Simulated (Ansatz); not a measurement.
# SrLaMg6 under changes of volume

One of the cells (29.129 Å³/atom); the others are scaled copies at fixed shape and fractional positions:

```xyz
8
Lattice="5.3928 0.0000 0.0000 0.0000 3.7250 5.8003 0.0000 -3.7250 5.8003" Properties=species:S:1:pos:R:3 pbc="T T T"
La    2.6964    0.0000    9.8055
Sr    2.6964    0.0000    3.9206
Mg    0.0000    0.0000    1.6889
Mg    0.0000    0.0000    7.6157
Mg    0.0000    1.9076    4.9063
Mg    0.0000   -1.9076    4.9063
Mg    2.6964    1.8250    6.7794
Mg    2.6964   -1.8250    6.7794
```

The cell comes from a database or a generator and needn't be the stable form of this composition.

| Quantity | Value |
| --- | --- |
| Program | Ansatz 0.2.0 |
| Functional | PBE |
| Potentials or basis | Ansatz PAW |
| Cutoff | 420 eV (not typed: the program's choice for these potentials) |
| k mesh | 5 × 5 × 5 |
| Occupations | fermi-dirac, width 0.05 eV |
| Spin | no spin polarisation |

```tsv
volume (Å³/atom)	energy over the lowest point (meV/atom)	pressure (GPa)	largest force (eV/Å)
27.381	?	?	?
27.964	4.31	1.2	0.122
28.547	1.06	0.6	0.118
29.129	0.00	0.0	0.124
29.712	0.92	-0.5	0.130
30.294	3.65	-1.0	0.134
30.877	8.03	-1.4	0.138
```

Task: What does the run at 27.381 Å³/atom give?

Result: Energy over the lowest point 9.96 meV/atom; pressure 1.9 GPa; largest force 0.135 eV/Å.

Worked out: A Birch-Murnaghan fit of order 3 (a polynomial in V^(-2/3)) to the other rows has its minimum at 29.14 Å³/atom with B0 = V·E''(V) = 27 GPa and B' = 3.7 at fixed shape and positions, which overstates the stiffness. It gives 9.96 meV/atom at 27.381 Å³/atom, against the run's 9.96, and -dE/dV = 1.9 GPa, against 1.9.

Energies are extrapolated to zero smearing.
